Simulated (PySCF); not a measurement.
# C5H3ClOS: the cost of one run

The runs use PySCF 2.14.0, with density-fitted response routines of our own; the level of theory stands in each step. All values are computed, except where a source is named. Atoms are numbered from 0 throughout.

## (1) The starting structure

11 atoms, charge 0, multiplicity 1; geometry from: GFN2-xTB. The atoms were then displaced at random by about 0.01 Å, so the start is not that level's minimum.

Bonds of the start (Å): O0–C1 1.20, C1–Cl2 1.79, C1–C3 1.49, C3–C4 1.40, C4–C5 1.36, C5–S6 1.72, S6–C7 1.69, C7–C3 1.37, C4–H8 1.07, C5–H9 1.08, C7–H10 1.08.

## (2) Optimising the geometry at PBE0-D3(BJ)/def2-TZVP

Job settings and geometry (Å):

```
{"job": {"xc": "PBE0", "basis": "def2-TZVP", "d3": "d3bj", "grid": 2, "shake": 0.01, "kind": "geom"}, "charge": 0, "multiplicity": 1}
O     -2.095690    -1.634640     0.143560
C     -1.746760    -0.512950    -0.111670
Cl    -2.947860     0.717580    -0.623810
C     -0.352810     0.001710    -0.060680
C      0.702050    -0.843570     0.318950
C      1.882150    -0.176540     0.313930
S      1.715140     1.464130    -0.164850
C      0.041220     1.281090    -0.356970
H      0.572300    -1.863620     0.615950
H      2.858480    -0.556740     0.568180
H     -0.590100     2.097730    -0.658250
```

Launch:

```console
$ OMP_NUM_THREADS=1 python probes_run.py task.json out
```

The driver reads the jobs from task.json and runs them one after another.

**Question.** How long does this first job take on 1 thread of Arm Neoverse V1, shared host, and how much memory does it need?

About 5.6 min, with a peak of 1.3 GiB.
